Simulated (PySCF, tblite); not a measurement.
**C5H10ClFSi: geometry, infrared bands and NMR shifts**

What infrared bands and NMR shifts should C5H10ClFSi (`F[C@H](Cl)[SiH2]CC1CC1`) show?

Programs: tblite 0.8.0 and PySCF 2.14.0, with density-fitted response routines of our own. Each step states its level of theory. These are calculated values for one molecule in the gas phase, unless marked as measured. Atoms are numbered from 0 throughout.

## Step 1: The starting structure

18 atoms, charge 0, multiplicity 1; geometry from: force field or distance geometry start.

Bonds of the start (Å): F0–C1 1.41, C1–Cl2 1.77, C1–Si3 1.84, Si3–C4 1.90, C4–C5 1.51, C5–C6 1.52, C6–C7 1.52, C7–C5 1.48, C1–H8 1.10, Si3–H9 1.46, Si3–H10 1.48, C4–H11 1.10, C4–H12 1.09, C5–H13 1.13, C6–H14 1.13, C6–H15 1.07, C7–H16 1.09, C7–H17 1.14.

## Step 2: Optimising the geometry with GFN2-xTB

Job settings and geometry (Å):

```
{"job": {"kind": "relax", "xc": "GFN2-xTB", "basis": "xTB"}, "charge": 0, "multiplicity": 1}
F      3.714200    -0.625600    -0.515900
C      2.879200     0.443100    -0.121800
Cl     2.918200     0.470100     1.651400
Si     1.179400     0.033500    -0.684900
C      0.087100    -0.678900     0.702600
C     -1.294200    -0.714900     0.090200
C     -1.761700     0.675100    -0.327000
C     -2.479500    -0.120000     0.745000
H      3.219100     1.392100    -0.569400
H      0.448900     1.197700    -1.188500
H      1.154700    -0.984700    -1.758900
H      0.148100     0.024900     1.550400
H      0.483500    -1.649900     1.006000
H     -1.414200    -1.491400    -0.718800
H     -1.206100     1.546900     0.122400
H     -2.125700     0.722900    -1.336600
H     -2.500100     0.318000     1.741000
H     -3.459600    -0.552700     0.351800
```

Launch:

```bash
OMP_NUM_THREADS=1 python probes_run.py task.json out
```

One launch serves the whole session: the jobs run in the order shown.

**Question.** This job is followed by: GFN2-xTB harmonic vibrations, gas phase; GIAO PBE0/pcSseg-1 NMR shielding, non-relativistic, gas phase. What will the session give for the following? strongest single infrared mode (GFN2-xTB); zero-point energy (GFN2-xTB); ¹³C shifts against TMS (PBE0/pcSseg-1); ¹H shifts against TMS (PBE0/pcSseg-1); ¹⁹F shifts against CFCl3 (PBE0/pcSseg-1); ³⁵Cl shifts against HCl (PBE0/pcSseg-1); ²⁹Si shifts against TMS (PBE0/pcSseg-1).

**Answer**, as computed:

```
                                 quantity                                                            value
strongest single infrared mode (GFN2-xTB)                                            2254 cm⁻¹, 319 km/mol
             zero-point energy (GFN2-xTB)                                                    84.4 kcal/mol
   ¹³C shifts against TMS (PBE0/pcSseg-1)                                   107.0, 15.2, 9.8, 8.5, 7.5 ppm
    ¹H shifts against TMS (PBE0/pcSseg-1)  6.60, 4.34, 4.10, 1.92, 0.63, 0.62, 0.46, 0.44, 0.17, -0.02 ppm
 ¹⁹F shifts against CFCl3 (PBE0/pcSseg-1)                                                       -188.0 ppm
  ³⁵Cl shifts against HCl (PBE0/pcSseg-1)                                                          208 ppm
  ²⁹Si shifts against TMS (PBE0/pcSseg-1)                                                        -39.5 ppm
```

**Reading.** The optimisation took 107 steps and gained 0.940 eV; among the close pairs (by a distance rule), C1–Si3 changed most, from 1.837 to 1.934 Å. No mode is imaginary among the 48: a minimum at this level. The strongest single mode, at 2254 cm⁻¹, moves mainly H10. GFN2-xTB is a fitted tight-binding method: band positions and strengths are rough. Its intensities can rank the bands wrongly. At PBE0/pcSseg-1: Shielding is most anisotropic at Cl2 (span 584 ppm, paramagnetic term -404 ppm).
